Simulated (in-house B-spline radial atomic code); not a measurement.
**Cr¹⁴⁺: excited configurations**

How much energy does it take to promote electrons of Cr¹⁴⁺ to other shells? Each configuration is solved by itself and compared with the reference.

Program: in-house B-spline radial atomic code version 1. Level of theory: Dirac-Hartree-Fock, average of configuration, Fermi nucleus, basis-set limit. These are calculated values, not measurements, unless marked.

## Step 1: What is computed

```
element       : chromium (Z = 24)
charge        : +14
electrons     : 10
configuration : [He] 2s2 2p6
Hamiltonian   : Dirac-Coulomb
nucleus       : Fermi, rms radius 3.645 fm
```

The outer shells:

[He] 2s2 2p6
```
[He] core
2s [↑↓]
2p [↑↓][↑↓][↑↓]
```

Settings of the run:

```ini
Z = 24
electrons = 10.0
configuration = [He] 2s2 2p6
hamiltonian = dirac
method = hf
spin_polarised = False
nucleus = fermi
rms_radius = 3.6452
mass_number = 52
atomic_mass = 51.940504714
speed_of_light = 137.035999084
```

From the earlier run of the reference: total energy -963.474032 hartree. Levels, eight at most:

| orbital | occupation | energy (eV) | <r> (bohr) |
| --- | --- | --- | --- |
| 1s1/2 | 2 | -6479.88 | 0.06346 |
| 2s1/2 | 2 | -1130.99 | 0.2870 |
| 2p1/2 | 2 | -1022.15 | 0.2526 |
| 2p3/2 | 4 | -1013.05 | 0.2553 |

## Step 2: Configuration [He] 2s1 2p6 6g1

Settings of the run:

```ini
Z = 24
electrons = 10.0
configuration = [He] 2s1 2p6 6g1
hamiltonian = dirac
method = hf
spin_polarised = False
nucleus = fermi
rms_radius = 3.6452
mass_number = 52
atomic_mass = 51.940504714
speed_of_light = 137.035999084
```

## Step 3: Run with [He] 2s1 2p6 5f1

The settings differ from step 2 so:

```diff
@@ -2,3 +2,3 @@
 electrons = 10.0
-configuration = [He] 2s1 2p6 6g1
+configuration = [He] 2s1 2p6 5f1
 hamiltonian = dirac
```

## Step 4: Configuration [He] 2s2 2p5 5g1

The settings differ from step 3 so:

```diff
@@ -2,3 +2,3 @@
 electrons = 10.0
-configuration = [He] 2s1 2p6 5f1
+configuration = [He] 2s2 2p5 5g1
 hamiltonian = dirac
```

## Step 5: [He] 2s1 2p6 3s1

The settings differ from step 4 so:

```diff
@@ -2,3 +2,3 @@
 electrons = 10.0
-configuration = [He] 2s2 2p5 5g1
+configuration = [He] 2s1 2p6 3s1
 hamiltonian = dirac
```

## Step 6: Run with [He] 2s1 2p6 6d1

The settings differ from step 5 so:

```diff
@@ -2,3 +2,3 @@
 electrons = 10.0
-configuration = [He] 2s1 2p6 3s1
+configuration = [He] 2s1 2p6 6d1
 hamiltonian = dirac
```

How far above the reference does each configuration lie (order and size, in eV)?

As calculated:

| net move | configuration | energy above the reference (eV) | with Breit, QED, recoil (eV) | largest <r> (bohr) |
| --- | --- | --- | --- | --- |
| 2s → 3s | [He] 2s1 2p6 3s1 | 703.66 | 703.09 | 0.739 |
| 2p → 5g | [He] 2s2 2p5 5g1 | 890.53 | 889.99 | 1.83 |
| 2s → 5f | [He] 2s1 2p6 5f1 | 1006.03 | 1005.30 | 2.09 |
| 2s → 6d | [He] 2s1 2p6 6d1 | 1041.82 | 1041.09 | 3.32 |
| 2s → 6g | [He] 2s1 2p6 6g1 | 1043.74 | 1043.01 | 2.93 |

Quantum defects of the promoted electron, δ = n − ζ/√(−2ε) with ζ = 15 and ε its orbital energy in hartree:

| promotion | δ |
| --- | --- |
| 2s → 3s | 0.468 |
| 2p → 5g | 0.001 |
| 2s → 5f | 0.007 |
| 2s → 6d | 0.068 |
| 2s → 6g | 0.001 |

**Reading.** The lowest of them is 2s → 3s at 703.66 eV and the highest 2s → 6g at 1043.74 eV. 2 of them lie more than 2 % above the ionisation threshold that Koopmans' theorem gives (1013.05 eV), where such states can decay by emitting an electron. Of those tabulated, the defect is largest for 3s (0.47) and least for 5g (0.00); at this charge much of the defect is relativistic. Two partly filled shells share a symmetry and can mix in the average, which may lower the energy, for: 2s → 3s. These are averages over configurations, without correlation, not spectroscopic levels.
